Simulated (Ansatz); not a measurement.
**C2H7BSi: two geometries relaxed**

Aim: relax the geometries before and after the rotation by 120° about the B1–Si2 bond, and see whether they are two minima and how far apart in energy. SMILES of the start: B[SiH]1CC1.

All numbers below are computed with Ansatz 0.2.0 (RKS PBE0-D4/def2-SVP).

### Step 1. The system as given

Bond lengths: B1–Si2 1.874 Å, Si2–C3 1.883 Å, Si2–C4 1.886 Å, C3–C4 1.498 Å, B1–H5 1.224 Å, B1–H6 1.226 Å, Si2–H7 1.498 Å, C3–H8 1.042 Å, C3–H9 1.174 Å, C4–H10 1.044 Å, C4–H11 1.166 Å. Angles (14 of 21 angles, heavy atoms first): B1–Si2–C3 107.5°, B1–Si2–C4 117.5°, C3–Si2–C4 46.8°, Si2–C3–C4 66.7°, Si2–C4–C3 66.5°, B1–Si2–H7 123.3°, C3–Si2–H7 108.0°, C4–Si2–H7 119.1°, Si2–B1–H5 122.4°, Si2–B1–H6 122.3°, Si2–C3–H8 116.8°, Si2–C3–H9 113.5°, C4–C3–H8 119.2°, C4–C3–H9 111.2°.

Coordinates:

```xyz
11

B    -1.2268    1.3747   -0.6307
Si    0.4727    0.6926   -0.2307
C     0.2396   -0.7500    0.9572
C     0.7248   -1.1688   -0.3968
H    -1.7037    1.3261   -1.7564
H    -1.9175    1.9457    0.2059
H     1.5987    1.5369    0.2813
H    -0.7380   -0.9738    1.2384
H     1.0921   -0.8376    1.7592
H     1.7002   -1.5343   -0.4645
H    -0.1767   -1.6685   -0.9423
```

### Step 2. Relaxing end A

File input.yaml:

```yaml
crystal:
  periodic: [false, false, false]
  atoms:
    - { symbol: B, position_ang: [-1.2268, 1.3747, -0.6307] }
    - { symbol: Si, position_ang: [0.4727, 0.6926, -0.2307] }
    - { symbol: C, position_ang: [0.2396, -0.75, 0.9572] }
    - { symbol: C, position_ang: [0.7248, -1.1688, -0.3968] }
    - { symbol: H, position_ang: [-1.7037, 1.3261, -1.7564] }
    - { symbol: H, position_ang: [-1.9175, 1.9457, 0.2059] }
    - { symbol: H, position_ang: [1.5987, 1.5369, 0.2813] }
    - { symbol: H, position_ang: [-0.738, -0.9738, 1.2384] }
    - { symbol: H, position_ang: [1.0921, -0.8376, 1.7592] }
    - { symbol: H, position_ang: [1.7002, -1.5343, -0.4645] }
    - { symbol: H, position_ang: [-0.1767, -1.6685, -0.9423] }
basis:
  gaussian: { orbitals: def2-SVP }
hamiltonian:
  xc: pbe0
  dispersion: d4
relax:
  f_tol: 0.015
  max_steps: 40
```

Launch:

```
> ansatz run input.yaml --threads 2 --pin off --max-ram 3072MiB --backend cpu --events-out ev --progress --plain --runs-dir out
```

The log of the run, cut to the lines that bear on the results:

```text
Warning: RAYON_NUM_THREADS=2 ignored (pool sized by the plan → 2); use --threads N
[...]
Functional definition: PBE0
[...]
1047 factors; integrals over basis functions are off by at most 4.2e-4 eV
[...]
mean field -10727.50973625 eV, -394.2287114400 hartree, gradient 4.5e-5 eV, S^2 0.000000; 0 other end points of the search recorded, 0 dependent functions left out
[...]
reference -10727.50976422 eV, -394.2287124678 hartree; 19, 19 occupied and 76, 76 virtual orbitals, 1047 factors
relax step   1: F+E_penalty+E_count = -10727.68395500 eV  Δ(F+E_penalty+E_count) = +0.000e0 eV  max|allowed force component| = 3.899e0 eV/Å  Δτ_max = 0.0000 Å  (26 SCF iters, accepted)
[...]
relax step   4: F+E_penalty+E_count = -10728.50348998 eV  Δ(F+E_penalty+E_count) = -8.271e-2 eV  max|allowed force component| = 3.811e-1 eV/Å  Δτ_max = 0.1997 Å  (28 SCF iters, accepted)
[...]
relax step   7: F+E_penalty+E_count = -10728.69254675 eV  Δ(F+E_penalty+E_count) = -5.066e-2 eV  max|allowed force component| = 1.198e-1 eV/Å  Δτ_max = 0.2000 Å  (29 SCF iters, accepted)
[...]
relax step  10: F+E_penalty+E_count = -10728.71768912 eV  Δ(F+E_penalty+E_count) = -9.077e-3 eV  max|allowed force component| = 2.984e-2 eV/Å  Δτ_max = 0.0811 Å  (28 SCF iters, accepted)
[...]
relax step  12: F+E_penalty+E_count = -10728.69026854 eV  Δ(F+E_penalty+E_count) = +2.946e-2 eV  max|allowed force component| = 3.914e-1 eV/Å  Δτ_max = 0.1152 Å  (29 SCF iters, rejected (line search))
[...]
relax step  13: F+E_penalty+E_count = -10728.72084313 eV  Δ(F+E_penalty+E_count) = -1.110e-3 eV  max|allowed force component| = 1.205e-2 eV/Å  Δτ_max = 0.0355 Å  (29 SCF iters, accepted)
1047 factors; integrals over basis functions are off by at most 4.2e-4 eV
mean field -10728.54957342 eV, -394.2669247512 hartree, gradient 5.9e-6 eV, S^2 0.000000; 1 other end points of the search recorded, 0 dependent functions left out
[...]
reference -10728.54960203 eV, -394.2669258023 hartree; 19, 19 occupied and 76, 76 virtual orbitals, 1047 factors
Total energy: -10728.72087174 eV, -394.2732198481 hartree
Atom 0 at    -1.283992     1.505721    -0.605344 Å, force     0.000819    -0.011836     0.003873 eV/Å
Atom 1 at     0.382709     0.741734     0.059069 Å, force    -0.004946     0.000608    -0.000742 eV/Å
Atom 2 at     0.230506    -0.938738     0.963794 Å, force     0.001132     0.006374     0.001964 eV/Å
Atom 3 at     0.740228    -1.074098    -0.427701 Å, force    -0.006482     0.007211    -0.005029 eV/Å
Atom 4 at    -2.181971     0.736392    -0.862513 Å, force     0.012054    -0.004525     0.003363 eV/Å
Atom 5 at    -1.472568     2.686831    -0.769064 Å, force     0.003154     0.009518    -0.002555 eV/Å
Atom 6 at     1.609344     1.492935     0.437761 Å, force    -0.002117     0.001730    -0.002023 eV/Å
Atom 7 at    -0.781872    -1.290210     1.183686 Å, force     0.000481    -0.004607     0.000223 eV/Å
Atom 8 at     0.938922    -1.083182     1.786343 Å, force    -0.002517    -0.002530    -0.000189 eV/Å
Atom 9 at     1.800120    -1.313252    -0.565064 Å, force    -0.003312    -0.000272     0.000489 eV/Å
Atom 10 at     0.083975    -1.521133    -1.180369 Å, force     0.001734    -0.001672     0.000624 eV/Å
Dipole moment:     0.078500    -0.151907     0.041673 e Å
```

Wall time 29 s (2 threads of Arm Neoverse V1, shared host); peak memory 0.19 GiB.

The steps of the relaxation:

```tsv
step	energy from step 1 (eV)	largest force component (eV/Å)
1	0.0000	3.8986
2	-0.6070	1.3273
3	-0.7368	0.5538
4	-0.8195	0.3811
5	-0.8942	0.3170
6	-0.9579	0.3071
7	-1.0086	0.1198
8	-1.0247	0.1004
9x	-1.0160	0.3312
10	-1.0337	0.0298
11	-1.0358	0.0563
12x	-1.0063	0.3914
13	-1.0369	0.0121
```

Step 1 is the start. 2 steps were tried and not accepted (marked x).

After: Bond lengths: B1–Si2 1.950 Å, Si2–C3 1.915 Å, Si2–C4 1.914 Å, C3–C4 1.488 Å, B1–H5 1.210 Å, B1–H6 1.207 Å, Si2–H7 1.487 Å, C3–H8 1.094 Å, C3–H9 1.095 Å, C4–H10 1.095 Å, C4–H11 1.094 Å. Angles (14 of 21 angles, heavy atoms first): B1–Si2–C3 115.9°, B1–Si2–C4 116.4°, C3–Si2–C4 45.7°, Si2–C3–C4 67.1°, Si2–C4–C3 67.2°, B1–Si2–H7 126.4°, C3–Si2–H7 112.9°, C4–Si2–H7 112.9°, Si2–B1–H5 117.2°, Si2–B1–H6 124.3°, Si2–C3–H8 116.8°, Si2–C3–H9 114.8°, C4–C3–H8 118.4°, C4–C3–H9 118.0°.

### Step 3. Relaxing end B

The second end starts from a geometry with the move made by hand.

File input.yaml:

```yaml
crystal:
  periodic: [false, false, false]
  atoms:
    - { symbol: B, position_ang: [-1.2268, 1.3747, -0.6307] }
    - { symbol: Si, position_ang: [0.4727, 0.6926, -0.2307] }
    - { symbol: C, position_ang: [1.25275, 0.12854, -1.84931] }
    - { symbol: C, position_ang: [1.92684, 1.32517, -1.25113] }
    - { symbol: H, position_ang: [-1.7037, 1.3261, -1.7564] }
    - { symbol: H, position_ang: [-1.9175, 1.9457, 0.2059] }
    - { symbol: H, position_ang: [0.7115, -0.37267, 0.7945] }
    - { symbol: H, position_ang: [0.68122, 0.24558, -2.71216] }
    - { symbol: H, position_ang: [1.91725, -0.83255, -1.73804] }
    - { symbol: H, position_ang: [2.89199, 1.1939, -0.87585] }
    - { symbol: H, position_ang: [1.61922, 2.24717, -1.89553] }
basis:
  gaussian: { orbitals: def2-SVP }
hamiltonian:
  xc: pbe0
  dispersion: d4
relax:
  f_tol: 0.015
  max_steps: 40
```

Launch:

```
> ansatz run input.yaml --threads 2 --pin off --max-ram 3072MiB --backend cpu --events-out ev --progress --plain --runs-dir out
```

The log of the run, cut to the lines that bear on the results:

```text
Warning: RAYON_NUM_THREADS=2 ignored (pool sized by the plan → 2); use --threads N
[...]
Functional definition: PBE0
[...]
1049 factors; integrals over basis functions are off by at most 4.1e-4 eV
[...]
mean field -10727.64306396 eV, -394.2336111428 hartree, gradient 3.5e-5 eV, S^2 0.000000; 0 other end points of the search recorded, 0 dependent functions left out
[...]
reference -10727.64309184 eV, -394.2336121676 hartree; 19, 19 occupied and 76, 76 virtual orbitals, 1049 factors
relax step   1: F+E_penalty+E_count = -10727.81775284 eV  Δ(F+E_penalty+E_count) = +0.000e0 eV  max|allowed force component| = 3.187e0 eV/Å  Δτ_max = 0.0000 Å  (25 SCF iters, accepted)
[...]
relax step   3: F+E_penalty+E_count = -10728.64074389 eV  Δ(F+E_penalty+E_count) = -1.072e-1 eV  max|allowed force component| = 5.165e-1 eV/Å  Δτ_max = 0.2000 Å  (29 SCF iters, accepted)
[...]
Atom 1 at     0.415006     0.600183    -0.301437 Å, force     0.005685    -0.000699    -0.000044 eV/Å
Atom 2 at     1.323129     0.002775    -1.876739 Å, force    -0.001801    -0.001304    -0.001208 eV/Å
Atom 3 at     1.858960     1.288311    -1.352929 Å, force     0.001802     0.003207     0.002466 eV/Å
Atom 4 at    -1.508281     1.958289    -1.661609 Å, force    -0.001024    -0.000355     0.001175 eV/Å
Atom 5 at    -2.203407     1.478632     0.238755 Å, force    -0.001005     0.000258    -0.000429 eV/Å
Atom 6 at     0.874725    -0.092364     0.931969 Å, force    -0.002333     0.000231    -0.000344 eV/Å
Atom 7 at     0.753516     0.019061    -2.810630 Å, force    -0.000211    -0.000482    -0.000803 eV/Å
Atom 8 at     1.931257    -0.898254    -1.744171 Å, force    -0.001597    -0.001439     0.000454 eV/Å
Atom 9 at     2.835703     1.272823    -0.857913 Å, force    -0.000278     0.001099    -0.000335 eV/Å
Atom 10 at     1.665053     2.203006    -1.920954 Å, force    -0.001204    -0.000357     0.000303 eV/Å
Dipole moment:     0.154677    -0.033501    -0.076963 e Å
```

Wall time 23 s (2 threads of Arm Neoverse V1, shared host); peak memory 0.19 GiB.

Step by step:

```tsv
step	energy from step 1 (eV)	largest force component (eV/Å)
1	0.0000	3.1868
2	-0.7158	0.9059
3	-0.8230	0.5165
4	-0.8815	0.3825
5	-0.8834	0.3925
6	-0.8986	0.1099
7	-0.9022	0.0981
8	-0.9022	0.0838
9	-0.9032	0.0152
10	-0.9032	0.0057
```

Step 1 is the start.

After: Bond lengths: B1–Si2 1.949 Å, Si2–C3 1.914 Å, Si2–C4 1.914 Å, C3–C4 1.488 Å, B1–H5 1.210 Å, B1–H6 1.207 Å, Si2–H7 1.487 Å, C3–H8 1.094 Å, C3–H9 1.095 Å, C4–H10 1.095 Å, C4–H11 1.094 Å. Angles (14 of 21 angles, heavy atoms first): B1–Si2–C3 116.0°, B1–Si2–C4 115.9°, C3–Si2–C4 45.7°, Si2–C3–C4 67.1°, Si2–C4–C3 67.1°, B1–Si2–H7 126.6°, C3–Si2–H7 113.0°, C4–Si2–H7 112.9°, Si2–B1–H5 116.9°, Si2–B1–H6 124.5°, Si2–C3–H8 116.8°, Si2–C3–H9 114.9°, C4–C3–H8 118.4°, C4–C3–H9 117.9°.

### Step 4. Outcome

| quantity | value |
| --- | --- |
| end A | 10 moves, 1.037 eV lower |
| end B | 9 moves, 0.903 eV lower |
| largest difference between the ends | 0.02 Å |
| end B relative to end A | -0.000 eV |

**Reading.** The two relaxations end at one structure, within 0.02 Å: no second minimum was found from this start, which doesn't rule one out.
